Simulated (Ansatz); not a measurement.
# HF/3-21G run of C2H3F3 (1,1,2-trifluoroethane)

What is the electronic atomisation energy of C2H3F3 (1,1,2-trifluoroethane) at HF/3-21G? 

The calculation is run with Ansatz 0.2.0.

54 further runs of the same task are left out: 54 set aside as unsound or not needed.

## 1. The system as given

C2H3F3: 8 atoms, total charge 0, spin state singlet. SMILES: `FCC(F)F`. The coordinates come from a PBE0-D4/def2-TZVP relaxation. This is one conformer, not always the lowest.

Bond lengths: F1–C2 1.372 Å, C2–C3 1.509 Å, C3–F4 1.352 Å, C3–F5 1.356 Å, C2–H6 1.093 Å, C2–H7 1.093 Å, C3–H8 1.095 Å. Some angles: F1–C2–C3 109.3°, C2–C3–F4 110.4°, C2–C3–F5 108.3°, F4–C3–F5 107.9°, F1–C2–H6 109.4°, F1–C2–H7 109.2°, C3–C2–H6 109.5°, C3–C2–H7 109.4°, C2–C3–H8 113.0°, F4–C3–H8 108.2°.

## 2. A single-point energy at HF/3-21G

in.yaml

```yaml
crystal:
  periodic: [false, false, false]
  atoms:
    - {symbol: F, position_ang: [-1.142800, -0.681000, 1.163100]}
    - {symbol: C, position_ang: [-0.188200, 0.195100, 0.711800]}
    - {symbol: C, position_ang: [0.172900, -0.152400, -0.711300]}
    - {symbol: F, position_ang: [0.824200, -1.335800, -0.756500]}
    - {symbol: F, position_ang: [1.011700, 0.803600, -1.182200]}
    - {symbol: H, position_ang: [0.701700, 0.118900, 1.342500]}
    - {symbol: H, position_ang: [-0.588500, 1.211500, 0.747300]}
    - {symbol: H, position_ang: [-0.698800, -0.217000, -1.370500]}
basis:
  gaussian:
    orbitals: 3-21G.json
accuracy: high
output: {orbitals: {seedname: orbitals}}
hamiltonian:
  xc: hf
```

The basis set 3-21G is read from a file made from the Basis Set Exchange's data (not shown).

The run is started by

```bash
$ ansatz run in.yaml --threads 1 --pin off --max-ram 3480MiB --events-out events.jsonl --progress --plain --runs-dir runs
```

The program printed:

```text
Warning: RAYON_NUM_THREADS=1 ignored (pool sized by the plan → 1); use --threads N
Functional definition: HF
  name "HF"
  exchange = exact_x
  correlation = 0
1137 factors; integrals over basis functions are off by at most 3.4e-9 eV
mean field evaluation 1: about -10167.2056 eV, gradient 3.4e1 eV
mean field evaluation 2: about -10167.6249 eV, gradient 3.4e1 eV
mean field evaluation 4: about -10170.1539 eV, gradient 2.5e0 eV
mean field evaluation 8: about -10170.1860 eV, gradient 1.6e-1 eV
mean field evaluation 16: about -10170.1861 eV, gradient 4.0e-8 eV
mean field -10170.18609913 eV, -373.7474455432 hartree, gradient 4.0e-8 eV, S^2 0.000000; 0 other end points of the search recorded, 0 dependent functions left out
reference -10170.18609913 eV, -373.7474455432 hartree; 21, 21 occupied and 30, 30 virtual orbitals, 1137 factors
Total energy: -10170.18609913 eV, -373.7474455432 hartree
```

Wall time 0.56 s (1 thread of Arm Neoverse V1, shared host); peak memory 0.11 GiB.

## 3. The C atom

in.yaml

```yaml
crystal:
  periodic: [false, false, false]
  atoms:
    - {symbol: C, position_ang: [0.000000, 0.000000, 0.000000]}
basis:
  gaussian: {orbitals: 3-21G.json}
magnetization: {spin_polarized: true, initial_magnetization: 2}
hamiltonian: {xc: hf}
accuracy: high
```

The basis set 3-21G is read from a file made from the Basis Set Exchange's data (not shown).

Run the same way, it converges to -37.48107 Eh (log not shown).

## 4. The F atom

molecule.yaml

```yaml
crystal:
  periodic: [false, false, false]
  atoms:
    - {symbol: F, position_ang: [0.000000, 0.000000, 0.000000]}
basis:
  gaussian: {orbitals: 3-21G.json}
magnetization: {spin_polarized: true, initial_magnetization: 1}
hamiltonian: {xc: hf}
accuracy: high
```

The basis set 3-21G is read from a file made from the Basis Set Exchange's data (not shown).

Run the same way, it converges to -98.84501 Eh (log not shown).

## 5. The H atom

input.yaml

```yaml
crystal:
  periodic: [false, false, false]
  atoms:
    - {symbol: H, position_ang: [0.000000, 0.000000, 0.000000]}
basis:
  gaussian: {orbitals: 3-21G.json}
accuracy: high
hamiltonian: {xc: hf}
magnetization: {spin_polarized: true, initial_magnetization: 1}
```

The basis set 3-21G is read from a file made from the Basis Set Exchange's data (not shown).

Run the same way, it converges to -0.49620 Eh (log not shown).

## 6. What came out

Level: HF/3-21G.

```
                     quantity          value
       molecule: total energy  -373.74745 Eh
        molecule: HOMO energy      -13.81 eV
        molecule: LUMO energy        7.02 eV
      molecule: HOMO–LUMO gap       20.83 eV
         C atom: total energy   -37.48107 Eh
                 C atom: ⟨S²⟩          2.001
         F atom: total energy   -98.84501 Eh
                 F atom: ⟨S²⟩          0.750
         H atom: total energy    -0.49620 Eh
                 H atom: ⟨S²⟩          0.750
electronic atomisation energy      20.726 eV
```

Taking the molecule apart into free atoms costs 20.73 eV (478 kcal/mol), before zero-point energy and without spin-orbit coupling. Hartree–Fock lacks the correlation of the bonding pairs, which as a rule makes this value much too low; in minimal bases other errors can mask that. The basis has no polarisation functions, which makes bonds too weak.
